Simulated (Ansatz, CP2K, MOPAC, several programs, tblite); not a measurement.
Energy against volume for Ca2SeO as one 4-atom ordering (R-3m) on the rocksalt lattice, at fixed shape and fractional coordinates, computed by several methods (PBE and r2SCAN, where shown, with plane waves in Ansatz); the cell shown is that of r2SCAN. With free coordinates or axes held, a curve is too stiff, and on another method's shape its minimum isn't the method's own volume. Space group R-3m (No. 166), trigonal; conventional cell a = 3.769 Å, c = 18.876 Å, 19.35 Å³ an atom. O has 6 Ca at 2.54 Å; Se has 6 Ca at 2.85 Å; Ca has 3 O at 2.54 Å and 3 Se at 2.85 Å. No spin polarisation. The prototype was imposed, so other structures may be more stable. Energies count from each curve's lowest point; fits are third-order Birch-Murnaghan.

```xyz
4
Lattice="1.8846 1.0881 6.2920 -1.8846 1.0881 6.2920 0.0000 -2.1762 6.2920" Properties=species:S:1:pos:R:3 pbc="T T T"
O     1.8846    1.0881    6.2920
Se    0.0000    0.0000    9.4380
Ca    0.0000    0.0000    4.9828
Ca    0.0000    0.0000   13.8933
```

GFN2-xTB (tblite), on the shape of the cell shown, as a cluster of 108 atoms at the zone centre:

| V (Å³/atom) | E (meV/atom) |
| --- | --- |
| 17.032 | 0.00 |
| 18.193 | 2.33 |
| 19.354 | 21.78 |
| 20.515 | 51.95 |
| 21.677 | 88.93 |

This method closes the gap of a crystal that DFT finds insulating, so its curve rests on a wrong state.
The lowest point is an end point, so the minimum isn't bracketed.

Problem. PBE/DZVP (CP2K), on the shape of the cell shown, gives
```csv
V (Å³/atom),E (meV/atom)
17.032,115.70
18.193,36.70
19.354,1.83
20.515,0.00
21.677,22.56
```
What equilibrium volume and bulk modulus follow?

Solution. V₀ = 20.00 Å³ an atom and B₀ = 66 GPa.

PM7 (MOPAC), on the shape of the cell shown, as a cluster of 108 atoms at the zone centre:
```csv
V (Å³/atom),E (meV/atom)
17.032,1486.60
18.193,981.64
19.354,563.55
20.515,242.11
21.677,0.00
```
The lowest point is an end point, so the minimum isn't bracketed.

Problem. r2SCAN, on the shape of its own relaxed cell, gives
```tsv
V (Å³/atom)	E (meV/atom)
18.193	17.95
18.773	4.27
19.354	0.00
19.935	3.78
20.515	14.44
```
What equilibrium volume and bulk modulus follow?

Solution. V₀ = 19.36 Å³ an atom and B₀ = 74 GPa.

PBE/SZV (CP2K), on the shape of the cell shown:
```
V (Å³/atom)  E (meV/atom)
     17.032        511.46
     18.193        300.39
     19.354        155.59
     20.515         60.03
     21.677          0.00
```
The lowest point is an end point, so the minimum isn't bracketed.

The runs are scalar-relativistic, without spin-orbit coupling.
